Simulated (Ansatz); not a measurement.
# FGaH₂Se: ionisation energy by level of theory

Aim: the vertical ionisation energy of FGaH₂Se, as cation minus neutral at the neutral's geometry, on several levels, and how well −ε(HOMO) stands in for it.

The runs use Ansatz 0.2.0, Gaussian basis; unrestricted cation, the program's frozen cores in correlated methods.

The runs, in order: UKS PBE-D4/def2-TZVPP; UKS r2SCAN-D4/def2-TZVPP; UKS PBE0-D4/def2-TZVPP; UKS B3LYP-D4/def2-TZVPP; UKS wB97X-V/def2-TZVPP; UKS wB97M-V/def2-TZVPP; UKS B2PLYP/def2-TZVPP; UHF-CCSD(T)/def2-TZVPP; UHF-CCSD(T)/def2-QZVPP; extrapolation to the limit; then −ε(HOMO) from the neutral's earlier runs with LDA (SPW92), PBE-D4, revPBE-D4, BLYP-D4, r2SCAN-D4, B97M-V, PBE0-D4, B3LYP-D4, r2SCANh-D4, r2SCAN0-D4, HSE06-D4, BHLYP-D4, CAM-B3LYP-D4, LC-ωPBE, ωB97X-V, ωB97M-V.

**1. Structure used throughout**

The geometry comes from an earlier relaxation with PBE0-D4 in a triple-zeta def2 set; it is a stationary point.

5 atoms, charge 0, spin multiplicity 1.

Atoms are counted from 1 here; the program's logs count them from 0.

Bond lengths: F1–Ga2 1.754 Å, Ga2–Se3 2.307 Å, Ga2–H4 1.550 Å, Se3–H5 1.470 Å. Angles: F1–Ga2–Se3 112.0°, F1–Ga2–H4 118.1°, Se3–Ga2–H4 129.8°, Ga2–Se3–H5 91.4°.

**2. Cation, UKS PBE-D4/def2-TZVPP**

The input, in.yaml:

```yaml
crystal:
  periodic: [false, false, false]
  atoms:
    - {symbol: F, position_ang: [-2.202393, -0.060518, -0.216473]}
    - {symbol: Ga, position_ang: [-0.495328, -0.397775, 0.003928]}
    - {symbol: Se, position_ang: [0.793379, 1.506781, -0.177017]}
    - {symbol: H, position_ang: [-0.069046, -1.862180, 0.280612]}
    - {symbol: H, position_ang: [2.023188, 0.740093, 0.067649]}
basis:
  gaussian: {orbitals: def2-TZVPP}
total_charge: 1
magnetization: {spin_polarized: true, initial_magnetization: 1}
hamiltonian: {xc: pbe, dispersion: d4}
```

Command:

```bash
$ ansatz run in.yaml --threads 2 --pin off --events-out ev --progress --plain --max-ram 31744MiB --backend cpu
```

After this run come: Cation, UKS r2SCAN-D4/def2-TZVPP; Cation, UKS PBE0-D4/def2-TZVPP; Cation, UKS B3LYP-D4/def2-TZVPP; Cation, UKS wB97X-V/def2-TZVPP; Cation, UKS wB97M-V/def2-TZVPP; Cation, UKS B2PLYP (frozen core)/def2-TZVPP; Cation, UHF-CCSD(T)/def2-TZVPP; Cation, UHF-CCSD(T)/def2-QZVPP.

Q: Predict the results of all the runs planned. Wanted: ionisation energy, CCSD(T)/CBS; nearest functional by difference; nearest −ε(HOMO); −ε(HOMO) of PBE; T1 of the cation.

As calculated:

| quantity | value |
| --- | --- |
| ionisation energy, CCSD(T)/CBS | 10.15 eV |
| nearest functional by difference | B3LYP-D4 (-0.13 eV) |
| nearest −ε(HOMO) | LC-ωPBE (+0.14 eV) |
| −ε(HOMO) of PBE | 6.55 eV |
| T1 of the cation | 0.014 |

In words: By cation minus neutral, the functionals miss by 0.26 eV at most. −ε(HOMO) of PBE misses by 3.6 eV, since self-interaction lifts the level. Among orbital estimates LC-ωPBE comes nearest. Hartree-Fock falls 1.19 eV short, as the neutral has more correlation energy than the cation. The cation may have settled in a state other than its lowest; no search over hole states beyond the program's own was made. Correlated methods include outer-core shells of Ga, Se, which these sets cover unevenly. With outer-core shells in play the reference is unsure by up to some tenths of an eV, so close misses can't be ranked.
